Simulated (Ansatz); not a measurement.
NaY:

```xyz
2
Lattice="4.0119 0.0000 0.0000 0.0000 4.0119 0.0000 0.0000 0.0000 4.0119" Properties=species:S:1:pos:R:3 pbc="T T T"
Na    0.0000    0.0000    0.0000
Y     2.0059    2.0059    2.0059
```

The cell was built by a generator and needn't be a form met in nature.

Base run:

| Item | Value |
| --- | --- |
| Program | Ansatz 0.2.0 |
| Functional | PBE |
| Potentials or basis | Ansatz PAW |
| Cutoff | 420 eV |
| Density cutoff | 1680 eV |
| k mesh | 7 × 7 × 7 |
| Occupations | fermi-dirac, width 0.05 eV |
| Spin | no spin polarisation |

Its results: band gap on the k mesh none (metal or under the smearing width); pressure 0.0 GPa.

Problem. The run is repeated on the same cell with these changes: functional from PBE to LDA. What comes out?

Solution. Band gap on the k mesh none (metal or under the smearing width); pressure -2.2 GPa.

LDA binds more tightly than PBE, so the same cell stands under less pressure.

Caveats: the PAW data sets come from PBE, with cores solved anew for the run's functional, which leaves a small shift of forces and pressure (some runs).

Not every run made on this cell is shown here.
